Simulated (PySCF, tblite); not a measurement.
**FH₆O₂Si₃ radical, a small gas-phase stand-in for a defect centre (Si site with back bonds O[SiH3], O[SiH3], F): EPR parameters**

What EPR parameters should one expect for `F[Si](O[SiH3])O[SiH3]`? It is drawn as: dangling bond.

Programs: tblite 0.8.0 and PySCF 2.14.0. All values are calculated, for the isolated system unless a continuum is named. Atoms count from 0, parts from 1.

## (1) The system as given

12 atoms, charge 0, multiplicity 2; geometry: distance geometry start.

## (2) Geometry optimisation with GFN2-xTB

What the job is given:

```
{"job": {"kind": "relax", "xc": "GFN2-xTB", "basis": "xTB"}, "charge": 0, "multiplicity": 2}
Si    -1.057212    -1.341396    -0.758538
O     -1.624660    -1.133501     0.919680
Si    -0.928451    -0.079708     2.115766
O      0.316517    -0.342248    -1.217960
Si     0.354042     1.422140    -1.215430
F     -2.235339    -1.556536    -1.918822
H     -0.580205    -0.823874     3.279843
H     -1.839585     0.942640     2.484960
H      0.254498     0.527556     1.578097
H      1.575982     1.882804    -0.661983
H     -0.735067     1.913915    -0.454275
H      0.218608     1.906804    -2.544078
```

With the program's defaults for keys left out, this is: GFN2-xTB geometry optimisation, gas phase.

Run with:

```sh
OMP_NUM_THREADS=1 python cluster_run.py task.json out
```

This one command runs all jobs of the session in turn.

The program printed:

```text
step      E/eV     max force
  0    -578.74283    3.162
  1    -579.21406    2.524
  2    -579.74955    1.681
  3    -579.85489    1.087
  4    -580.02516    1.458
  5    -580.07700    0.953
  6    -580.13989    0.685
  7    -580.17085    0.755
  8    -580.22646    0.879
  9    -580.25527    0.624
 10    -580.26827    0.246
 11    -580.27256    0.231
 12    -580.28033    0.353
 13    -580.29178    0.461
 14    -580.30452    0.360
 15    -580.31307    0.233
 16    -580.31807    0.196
 17    -580.32234    0.185
 18    -580.32561    0.167
 19    -580.32842    0.144
 20    -580.33206    0.191
 21    -580.33739    0.274
 22    -580.34385    0.272
 23    -580.34945    0.183
 24    -580.35316    0.215
 25    -580.35672    0.209
 26    -580.36251    0.288
 27    -580.37011    0.350
 28    -580.37620    0.236
 29    -580.37975    0.151
 30    -580.38134    0.116
 31    -580.38229    0.134
 32    -580.38383    0.130
 33    -580.38991    0.181
 34    -580.39253    0.174
 35    -580.39411    0.072
 36    -580.39451    0.053
 37    -580.39485    0.060
 38    -580.39542    0.092
 39    -580.39616    0.108
 40    -580.39674    0.070
 41    -580.39699    0.038
 42    -580.39712    0.034
 43    -580.39726    0.034
 44    -580.39758    0.045
 45    -580.39798    0.045
 46    -580.39829    0.035
 47    -580.39844    0.031
 48    -580.39851    0.026
 49    -580.39857    0.025
 50    -580.39867    0.034
 51    -580.39881    0.037
 52    -580.39898    0.031
 53    -580.39911    0.027
 54    -580.39918    0.018
 55    -580.39922    0.016
 56    -580.39926    0.018
 57    -580.39932    0.025
 58    -580.39939    0.026
 59    -580.39946    0.018
 60    -580.39949    0.011
 61    -580.39950    0.009
 62    -580.39951    0.012
 63    -580.39953    0.015
 64    -580.39955    0.015
 65    -580.39957    0.009
 66    -580.39957    0.004
```

Wall time 2.8 s (1 thread of Arm Neoverse V1, shared host).

Relaxation path: (not every step is listed)

```csv
step,energy from step 0 (eV),largest force (eV/Å)
0,0.0000,3.1617
2,-1.0067,1.6808
4,-1.2823,1.4582
6,-1.3971,0.6855
8,-1.4836,0.8796
10,-1.5254,0.2456
12,-1.5375,0.3533
14,-1.5617,0.3607
16,-1.5752,0.1955
20,-1.5892,0.1913
24,-1.6103,0.2146
28,-1.6334,0.2354
32,-1.6410,0.1304
36,-1.6517,0.0528
40,-1.6539,0.0694
44,-1.6547,0.0457
48,-1.6557,0.0258
52,-1.6562,0.0306
56,-1.6564,0.0177
58,-1.6566,0.0257
60,-1.6567,0.0105
62,-1.6567,0.0117
64,-1.6567,0.0150
66,-1.6567,0.0046
```

Distances of close pairs at the start and the end, largest changes first:

```csv
bond,before (Å),after (Å),change (Å)
Si0–O1,1.784,1.605,-0.178
Si0–O3,1.760,1.604,-0.155
O3–Si4,1.765,1.632,-0.133
O1–Si2,1.739,1.633,-0.107
Si0–F5,1.667,1.616,-0.052
Si4–H10,1.417,1.462,+0.046
Si4–H9,1.418,1.462,+0.043
Si2–H7,1.418,1.461,+0.043
```

## (3) Relaxing the molecule at PBE0-D3(BJ)/def2-SVP

What the job is given:

```
{"job": {"xc": "PBE0", "basis": "def2-SVP", "d3": "d3bj", "grid": 2, "kind": "geom", "shake": 0.01}, "charge": 0, "multiplicity": 2}
Si    -0.275503    -1.608650    -0.827210
O     -0.313528    -1.472171     0.767519
Si    -0.415334    -0.471993     2.050474
O      0.470949    -0.353019    -1.561778
Si     0.824846     1.222870    -1.575881
F     -1.845817    -1.501966    -1.297173
H     -0.420813    -1.419903     3.166211
H     -1.590799     0.346763     1.947021
H      0.800343     0.376252     2.062479
H      2.144906     1.314719    -0.933274
H     -0.175976     1.986778    -0.800534
H      0.835218     1.552735    -2.980854
```

The program printed:

```text
step   0  E = -1121.43650735  max force = 0.035916
step   1  E = -1121.44734775  max force = 0.005108
step   2  E = -1121.44750726  max force = 0.001499
step   3  E = -1121.44755692  max force = 0.000664
step   4  E = -1121.44760024  max force = 0.001802
step   5  E = -1121.44761934  max force = 0.001134
step   6  E = -1121.44763108  max force = 0.000305
optimisation converged
```

It took 2 min on 1 thread of Arm Neoverse V1, shared host; peak memory 0.7 GiB.

The steps of the relaxation:

```csv
step,energy from step 0 (eV),largest force component (eV/Å)
0,0.0000,1.8469
1,-0.2950,0.2627
2,-0.2993,0.0771
3,-0.3007,0.0341
4,-0.3019,0.0927
5,-0.3024,0.0583
6,-0.3027,0.0157
```

Distances of close pairs at the start and the end, largest changes first:

```csv
bond,before (Å),after (Å),change (Å)
Si2–H7,1.436,1.491,+0.055
O3–Si4,1.615,1.665,+0.050
Si4–H11,1.443,1.489,+0.045
Si0–O1,1.601,1.640,+0.039
O1–Si2,1.630,1.666,+0.036
Si2–H6,1.464,1.488,+0.024
Si0–F5,1.643,1.622,-0.021
Si4–H9,1.471,1.491,+0.020
```

The next job starts from the end point, and lists it.

```csv
at the end point,value
point group (found at 0.08 Å tolerance),C1
"rotational constants (GHz, main isotopes)","2.073, 1.309, 0.890"
dipole moment (D),1.72
⟨S²⟩,0.751
```

## (4) g tensor and hyperfine couplings: B3LYP/IGLO-III+pcH-1

What the job is given:

```
{"job": {"kind": "epr"}, "charge": 0, "multiplicity": 2}
Si    -0.323464    -1.664025    -0.851306
O     -0.324395    -1.458282     0.775700
Si    -0.462023    -0.453899     2.097480
O      0.417814    -0.411066    -1.604497
Si     0.912266     1.178938    -1.625613
F     -1.867703    -1.694324    -1.346481
H     -0.313536    -1.277916     3.327720
H     -1.791488     0.221989     2.090594
H      0.613903     0.580933     2.050573
H      2.354423     1.254172    -1.256043
H      0.110288     1.971266    -0.644929
H      0.712708     1.724577    -2.996204
```

Level: UKS B3LYP, IGLO-III on F O Si, pcH-1 on H, non-relativistic, mean-field spin-orbit, GIAO.

The program printed:

```text
UKS, coarse grid
  cycle   1  E = -1122.50924787  |g| = 9.06e-01
  cycle   2  E = -1121.88759161  |g| = 1.59e+00
  cycle   3  E = -1122.77054466  |g| = 1.01e-01
  cycle   4  E = -1122.77275475  |g| = 7.93e-02
  cycle   5  E = -1122.77456822  |g| = 1.55e-02
  cycle   6  E = -1122.77463398  |g| = 1.68e-03
  cycle   7  E = -1122.77463542  |g| = 6.35e-04
UKS, final grid
  cycle   1  E = -1122.77453221  |g| = 1.01e-03
  cycle   2  E = -1122.77453135  |g| = 1.90e-03
  cycle   3  E = -1122.77453256  |g| = 8.80e-05
  cycle   4  E = -1122.77453257  |g| = 2.54e-05
E = -1122.77453257 Eh   <S^2> = 0.7510 (exact 0.7500)
g shifts (ppm)      1          2          3
  rmc          -215       -215       -215
  gc            114        104         54
  oz_so       -1782      -1692       -239
  total       -1882      -1803       -400
hyperfine (MHz)  atom isotope    a_iso     a_fc   dipolar eigenvalues
    0  29Si   -1370.28   -1371.36   -112.93     56.25     56.68
    1   17O    -113.13    -113.12    -15.61      7.32      8.29
    2  29Si     -20.85     -20.90     -6.87      3.35      3.51
    3   17O    -110.55    -110.54    -16.63      7.86      8.77
    4  29Si     -18.28     -18.32     -6.47      3.14      3.33
    5   19F     371.71     370.96   -134.94   -129.08    264.01
    6    1H       0.12       0.12     -1.12     -0.79      1.91
    7    1H       4.58       4.58     -1.18     -0.68      1.86
    8    1H       0.35       0.35     -1.21     -0.82      2.03
    9    1H      -1.05      -1.05     -1.18     -0.89      2.08
   10    1H       4.17       4.17     -1.24     -0.70      1.94
   11    1H       2.55       2.55     -1.12     -0.74      1.86
```

Run time: 1.8 min. Hardware: 1 thread of Arm Neoverse V1, shared host; peak memory 1 GiB.

Principal g values 2.00044, 2.00052, 2.00192; g(iso) = 2.00096, against 2.00232 for a free electron.

Hyperfine couplings, nucleus by nucleus at this fixed geometry (no averaging over rotations):

```csv
nuclei,isotope,a(iso) (MHz),"a(iso) (G, at g = 2.0023)",largest dipolar term (MHz)
Si0,29Si,-1370.3,-488.9,-112.9
F5,19F,371.7,132.6,264.0
O1,17O,-113.1,-40.4,-15.6
O3,17O,-110.6,-39.4,-16.6
Si2,29Si,-20.9,-7.4,-6.9
Si4,29Si,-18.3,-6.5,-6.5
H7,1H,4.6,1.6,1.9
H10,1H,4.2,1.5,1.9
H11,1H,2.5,0.9,1.9
H9,1H,-1.0,-0.4,2.1
H8,1H,0.4,0.1,2.0
H6,1H,0.1,0.0,1.9
```

Mulliken spin populations:

```csv
atom,value (e)
Si0,0.89
O1,0.01
Si2,0.03
O3,0.02
Si4,0.02
F5,0.02
H6,0.00
H7,0.00
H8,0.00
H9,0.00
H10,0.00
H11,0.00
```

In first order the couplings over 0.8 MHz of 19F, 1H give 32 distinct lines over 137.0 G.

## (5) EPR parameters: BHandHLYP/IGLO-III+pcH-1

Settings changed since step 4:

```diff
@@ -1,2 +1,2 @@
-{"job": {"kind": "epr"}, "charge": 0, "multiplicity": 2}
+{"job": {"kind": "epr", "xc": "BHandHLYP"}, "charge": 0, "multiplicity": 2}
 Si    -0.323464    -1.664025    -0.851306
```

Level: UKS BHandHLYP, IGLO-III on F O Si, pcH-1 on H, non-relativistic, mean-field spin-orbit, GIAO.

The program printed:

```text
UKS, coarse grid
  cycle   1  E = -1122.40175526  |g| = 7.57e-01
  cycle   2  E = -1122.32630856  |g| = 9.19e-01
  cycle   3  E = -1122.59969348  |g| = 4.84e-02
  cycle   4  E = -1122.60074416  |g| = 3.00e-02
  cycle   5  E = -1122.60103453  |g| = 9.10e-03
  cycle   6  E = -1122.60106813  |g| = 1.82e-03
  cycle   7  E = -1122.60107178  |g| = 3.94e-04
UKS, final grid
  cycle   1  E = -1122.60100407  |g| = 2.79e-04
  cycle   2  E = -1122.60100408  |g| = 3.11e-04
  cycle   3  E = -1122.60100411  |g| = 4.89e-05
  cycle   4  E = -1122.60100412  |g| = 1.68e-05
E = -1122.60100412 Eh   <S^2> = 0.7514 (exact 0.7500)
g shifts (ppm)      1          2          3
  rmc          -216       -216       -216
  gc            115        108         51
  oz_so       -1892      -1767       -225
  total       -1994      -1875       -390
hyperfine (MHz)  atom isotope    a_iso     a_fc   dipolar eigenvalues
    0  29Si   -1390.84   -1391.92   -119.82     59.47     60.35
    1   17O    -110.16    -110.15    -15.34      7.20      8.14
    2  29Si     -18.16     -18.19     -6.17      2.99      3.18
    3   17O    -107.91    -107.90    -16.30      7.72      8.59
    4  29Si     -15.84     -15.88     -5.80      2.80      3.00
    5   19F     393.41     392.72   -129.27   -124.26    253.53
    6    1H       0.12       0.12     -1.08     -0.82      1.90
    7    1H       3.97       3.97     -1.12     -0.72      1.85
    8    1H       0.39       0.38     -1.17     -0.85      2.02
    9    1H      -0.99      -0.99     -1.15     -0.92      2.07
   10    1H       3.55       3.55     -1.18     -0.75      1.93
   11    1H       2.31       2.31     -1.07     -0.77      1.84
```

Run time: 1.8 min. Hardware: 1 thread of Arm Neoverse V1, shared host; peak memory 1.1 GiB.

In short: g(iso) 2.00090.

## (6) Comparing the runs: EPR parameters

g, ⟨S²⟩ and isotropic hyperfine couplings (MHz), with basis size and wall time:

```csv
run,g(iso),⟨S²⟩,29Si Si0,19F F5,17O O1,17O O3,29Si Si2,functions,time
B3LYP/IGLO-III+pcH-1,2.00096,0.751,-1370.3,371.7,-113.1,-110.6,-20.9,297,1.8 min
BHandHLYP/IGLO-III+pcH-1,2.00090,0.751,-1390.8,393.4,-110.2,-107.9,-18.2,297,1.8 min
```

## (7) Summary of results

| quantity | value |
| --- | --- |
| point group | C1 |
| rotational constants (main isotopes) | 2.07, 1.31, 0.89 GHz |
| g(iso) (B3LYP) | 2.00096 |
| ⟨S²⟩ | 0.751 (exact 0.75) |
| largest a(iso) | 29Si on Si0, -1370.3 MHz |

In words: The start of the PBE0/def2-SVP relaxation was shaken at random by about 0.01 Å, so part of the energy gained, and of the first lengths quoted, undoes that. The optimisation took 6 steps and gained 0.303 eV; among the close pairs (by a distance rule), Si2–H7 changed most, from 1.436 to 1.491 Å (PBE0/def2-SVP). Si0 carries the largest spin population, 0.89 e. The isotropic g lies 1.4 ppt below the free-electron value. The coupling of 29Si on Si0 runs from -1390.8 (BHandHLYP/IGLO-III+pcH-1) to -1370.3 MHz (B3LYP/IGLO-III+pcH-1). A capped cluster stands for the solid here, so long-range fields and strain are missing, and bands or shifts of the capping hydrogens have no counterpart in it.
